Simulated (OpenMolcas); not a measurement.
# Ta²⁺ among point charges: CASSCF and CASPT2 levels and susceptibility

How does a field of 6 point charges split the states of Ta²⁺, and what χT follows?

Program: OpenMolcas 26.06. Level of theory: state-averaged CASSCF and CASPT2, spin-orbit coupling by RASSI with atomic mean-field integrals. These are calculated values, not measurements, unless marked.

### Step 1. The atom as given

| Quantity | Value |
| --- | --- |
| Species | Ta²⁺ (tantalum, Z = 73, 71 electrons) |
| Basis | ANO-RCC-VTZP [8s7p5d3f2g1h], 104 functions |
| Scalar Hamiltonian | DKH2, point nucleus |
| Inactive shells | 1s 2s 2p 3s 3p 3d 4s 4p 4d 4f 5s 5p |
| Active space | 3 electrons in 5 orbitals (5d) |
| Some configurations of this space | 5d³ |
| Orbitals | optimised for each spin and parity, averaged over all roots |

The outer shells:

5d3
```
5d [↑ ][↑ ][↑ ][  ][  ]
```

The ion sits among 6 point charges of -1.7 e arranged as an octahedron (Oh), 2.22 Å from the ion.

The work runs as a chain of OpenMolcas steps in one folder; each step below is one input file. Labels, J, g values, rates, χT and fits are worked out afterwards by a script from the matrices that RASSI stores. The input lists half of the charges; inversion (Group=XYZ) makes the rest.

### Step 2. One- and two-electron integrals

a.inp reads:

```
&GATEWAY
Coord
1

Ta 0.0 0.0 0.0
Basis=ANO-RCC-VTZP
Group=XYZ
NoMove
AngMom=0.0 0.0 0.0
AMFI
XField
3 Angstrom 0
2.220000 0.000000 0.000000 -1.700000
0.000000 2.220000 0.000000 -1.700000
0.000000 0.000000 2.220000 -1.700000
&SEWARD
```

Run with:

```sh
OMP_NUM_THREADS=1 MOLCAS_MEM=1689 MOLCAS_PROJECT=a pymolcas a.inp > a.log
```

### Step 3. Reference wave functions, quartets of even parity, 10 roots

a.inp reads:

```
&RASSCF
FileOrb=start.orb
Symmetry=1
Spin=4
nActEl=3 0 0
Inactive=15 19
Ras2=5 0
CIRoot=10 10 1
SDav=10
CIMx=300
Iter=120 100
PrWF=0.3
OrbListing=Nothing
MaxOrb=0
>>> COPY $Project.JobIph JOB001
```

start.orb holds the contracted functions of the basis, ordered by shell, or the orbitals of the step before.

### Step 4. CASSCF: doublets of even parity, 40 roots

a.inp reads:

```
&RASSCF
FileOrb=start.orb
Symmetry=1
Spin=2
nActEl=3 0 0
Inactive=15 19
Ras2=5 0
CIRoot=40 40 1
SDav=40
CIMx=300
Iter=120 100
PrWF=0.3
OrbListing=Nothing
MaxOrb=0
>>> COPY $Project.JobIph JOB002
```

### Step 5. RASSI: spin-orbit coupling between the states

a.inp reads:

```
&RASSI
NrOfJobIphs=2 10 40
1 2 3 4 5 6 7 8 9 10
1 2 3 4 5 6 7 8 9 10 11 12 13 14 15 16 17 18 19 20 21 22 23 24 25 26 27
28 29 30 31 32 33 34 35 36 37 38 39 40
IphNames
JOB001
JOB002
EJob
SpinOrbit
DIPRint=1.0
SOCoupling=1000.0
Subsets=2
Property=9
'ANGMOM' 1 'ANGMOM' 2 'ANGMOM' 3 'MLTPL  1' 1 'MLTPL  1' 2 'MLTPL  1' 3
'AMFI' 1 'AMFI' 2 'AMFI' 3
SOProperty=3
'ANGMOM' 1 'ANGMOM' 2 'ANGMOM' 3
```

### Step 6. CASPT2: IPEA 0.25, imaginary shift 0.1 (closed shells correlated: 4f 5s 5p)

a.inp reads:

```
>>> COPY JOB001 $Project.JobIph
&CASPT2
Multistate=10 1 2 3 4 5 6 7 8 9 10
NoMult
Frozen=14 9
IPEA=0.25
Imaginary=0.1
MaxIter=60
WThr=0.0 0.3 0.05
PrWF=0.5
NoMix
>>> COPY JOB002 $Project.JobIph
&CASPT2
Multistate=40 1 2 3 4 5 6 7 8 9 10 11 12 13 14 15 16 17 18 19 20 21 22
23 24 25 26 27 28 29 30 31 32 33 34 35 36 37 38 39 40
NoMult
Frozen=14 9
IPEA=0.25
Imaginary=0.1
MaxIter=60
WThr=0.0 0.3 0.05
PrWF=0.5
NoMix
```

(Steps that only read results are left out.)

What does the calculation give? Wanted: spin-free ground state; first state of the same spin within the active space; lowest level; next level.

**Answer**, as computed:

| quantity | value |
| --- | --- |
| method | SS-CASPT2, IPEA 0.25, imaginary shift 0.1 (closed shells correlated: 4f 5s 5p) |
| spin-free ground state | 4A2, 1-fold in its orbital part |
| first state of the same spin within the active space | 4T2 at 15300 cm⁻¹ |
| lowest level | 4-fold Γ8 |
| next level | 7488.7 cm⁻¹ |
| χT at 300 K | 1.22 cm³ K/mol |
| effective moment at 300 K | 3.12 μB |

Cost by method:

```
                                                 method  time of its own steps  time with the reference
                                              A. CASSCF                   12 s                     12 s
B. SS-CASPT2, IPEA 0.25, imaginary shift 0.1, +4f 5s 5p                   26 s                     38 s
```

Times are of one thread on a shared host.

In words: The spin-free ground state (4A2) comes to 100 % from free-ion F terms and keeps the highest spin of the shell. χT at 300 K is 1.22, against 1.88 cm³ K/mol for the spin alone, so spin-orbit coupling lowers it. CASPT2 does not keep the components of a term degenerate, and the means are used. The field of point charges can differ much from that of real complexes. This is an electrostatic model: the charges have no orbitals.
